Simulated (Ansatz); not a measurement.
# SnSe2: the cost of one run

Method: DFT, PBEsol, plane-wave PAW, default files, scalar-relativistic, in Ansatz 0.2.0.

### Step 1. The starting structure

The structure is trigonal, space group P-3m1 (No. 164). Conventional cell: a = 3.811 Å, b = 3.811 Å, c = 6.136 Å, α = 90.00°, β = 90.00°, γ = 120.00°. Sn (site symmetry -3m) is surrounded by 6 Se at 2.68 Å. Se (site symmetry 3m) has 3 Sn at 2.68 Å as nearest neighbours.

As a file:

```cif
data_structure
_symmetry_space_group_name_H-M 'P-3m1'
_symmetry_Int_Tables_number 164
_cell_length_a 3.8110
_cell_length_b 3.8110
_cell_length_c 6.1360
_cell_angle_alpha 90.000
_cell_angle_beta 90.000
_cell_angle_gamma 120.000
_cell_volume 77.18
loop_
_atom_site_label
_atom_site_type_symbol
_atom_site_symmetry_multiplicity
_atom_site_Wyckoff_symbol
_atom_site_fract_x
_atom_site_fract_y
_atom_site_fract_z
_atom_site_occupancy
Sn1 Sn 1 a 0.00000 0.00000 0.00000 1
Se1 Se 2 d 0.33333 0.66667 0.24900 1
```

The earlier run gave: gap on the mesh 0.71 eV, largest force 0.790 eV/Å, pressure 5.5 GPa.

Site by site (atoms counted from 1):

| site | atoms | first shell | V_zz (10²¹ V/m²) | η | C_Q (MHz) |
| --- | --- | --- | --- | --- | --- |
| Sn | 1 | 6 Se at 2.68 Å | 0.29 | 0.00 | – |
| Se | 2, 3 | 3 Sn at 2.68 Å | -10.00 | 0.00 | – |

V_zz is the principal component of the electric field gradient with the largest magnitude, η = (V_xx − V_yy)/V_zz and C_Q = eQV_zz/h. Q values from Pyykkö, Mol. Phys. 116, 1328 (2018). A dash under C_Q marks elements without a common quadrupolar isotope.

### Step 2. Functional PBEsol at the relaxed positions

The input, input.yaml:

```yaml
crystal:
  lattice:
    - [3.811, 0.0, 0.0]
    - [-1.9055, 3.3004228138, 0.0]
    - [0.0, 0.0, 6.136]
  atoms:
    - { symbol: Sn, position: [0.0, 0.0, 0.0] }
    - { symbol: Se, position: [0.3333333333, 0.6666666667, 0.2617028904] }
    - { symbol: Se, position: [0.6666666667, 0.3333333333, 0.7382971096] }
kpoints:
  mp_grid: { grid: [13, 13, 7] }
scf:
  occupations: { method: fermi_dirac, width: 0.02 }
hamiltonian:
  xc: pbesol
  pseudopotentials: { kind: paw }
output:
  forces: true
  stress: true
  populations: true
  efg: { quadrupole_moments_barn: { Sn: -0.132 }, contact_densities: true }
  write_density: true
  write_potential: true
  elf: true
  volumetric_format: npy
```

Run with:

```sh
$ ansatz run input.yaml --threads 1 --pin off --max-ram 3072MiB --backend cpu --events-out ev --progress --plain --runs-dir out
```

What time and memory should one allow on 1 thread of Arm Neoverse V2, shared host?

About 20 s, with a peak of 0.51 GiB.
